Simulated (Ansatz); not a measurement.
# AlSiH4SN: basis-set convergence

Aim: see how fast density functionals converge with the basis set for AlSiH4SN.

Method: one geometry, several basis sets; program: Ansatz 0.2.0, Gaussian basis.

Plan: PBE0-D4/def2-SVP; ωB97M-V/def2-SVP; PBE0-D4/def2-QZVPP; ωB97M-V/def2-QZVPP; the functionals' def2-TZVPP values are taken from earlier runs.

## 1. Structure used throughout

An earlier PBE0-D4 in a triple-zeta def2 set relaxation fixed the geometry.

SMILES `[NH2][Al]1[SiH2][S]1`, 8 atoms, charge 0, spin multiplicity 1.

Atoms are counted from 1 here; the program's logs count them from 0.

Bond lengths: N1–Al2 1.754 Å, N1–H5 1.006 Å, N1–H6 1.007 Å, Al2–Si3 2.310 Å, Al2–S4 2.172 Å, Si3–S4 2.208 Å, Si3–H7 1.487 Å, Si3–H8 1.487 Å. Angles: Al2–N1–H5 124.5°, Al2–N1–H6 124.7°, H5–N1–H6 110.7°, N1–Al2–Si3 163.4°, N1–Al2–S4 137.6°, Si3–Al2–S4 58.9°, Al2–Si3–S4 57.4°, Al2–Si3–H7 125.4°, Al2–Si3–H8 125.4°, S4–Si3–H7 112.5°, S4–Si3–H8 112.5°, H7–Si3–H8 108.3°, Al2–S4–Si3 63.7°.

## 2. PBE0-D4 in def2-SVP

Input file in.yaml:

```yaml
crystal:
  periodic: [false, false, false]
  atoms:
    - {symbol: N, position_ang: [-1.066225, 1.872863, -0.302459]}
    - {symbol: Al, position_ang: [-0.232154, 0.335015, -0.182521]}
    - {symbol: Si, position_ang: [0.990466, -1.466682, 0.589312]}
    - {symbol: S, position_ang: [0.158978, -1.380928, -1.454563]}
    - {symbol: H, position_ang: [-1.128143, 2.548120, 0.441333]}
    - {symbol: H, position_ang: [-1.551792, 2.199683, -1.122084]}
    - {symbol: H, position_ang: [2.474796, -1.561223, 0.596757]}
    - {symbol: H, position_ang: [0.446274, -2.603948, 1.378426]}
basis:
  gaussian: {orbitals: def2-SVP}
hamiltonian: {xc: pbe0, dispersion: d4}
output: {orbitals: {seedname: orbitals}}
```

On the command line:

```bash
$ ansatz run in.yaml --threads 2 --pin off --events-out ev --progress --plain --max-ram 4352MiB
```

The runs that follow: ωB97M-V in def2-SVP; PBE0-D4 in def2-QZVPP; ωB97M-V in def2-QZVPP.

**Question.** What will the summary of the whole plan be? Wanted: PBE0-D4: double and triple zeta above quadruple; ωB97M-V: double and triple zeta above quadruple.

The runs gave:

```
                                       quantity           value
PBE0-D4: double and triple zeta above quadruple  11.63, 0.88 eV
ωB97M-V: double and triple zeta above quadruple  11.61, 0.84 eV
```

In words: For PBE0-D4 the step from double to triple zeta gains 10.75 eV and the next only 0.88 eV. These are total energies; as a rule much of such shifts cancels in differences, which this series doesn't test. The LUMO of ωB97M-V is positive and keeps falling with the basis (0.82 to 0.31 eV): an unbound level that the basis holds in place.
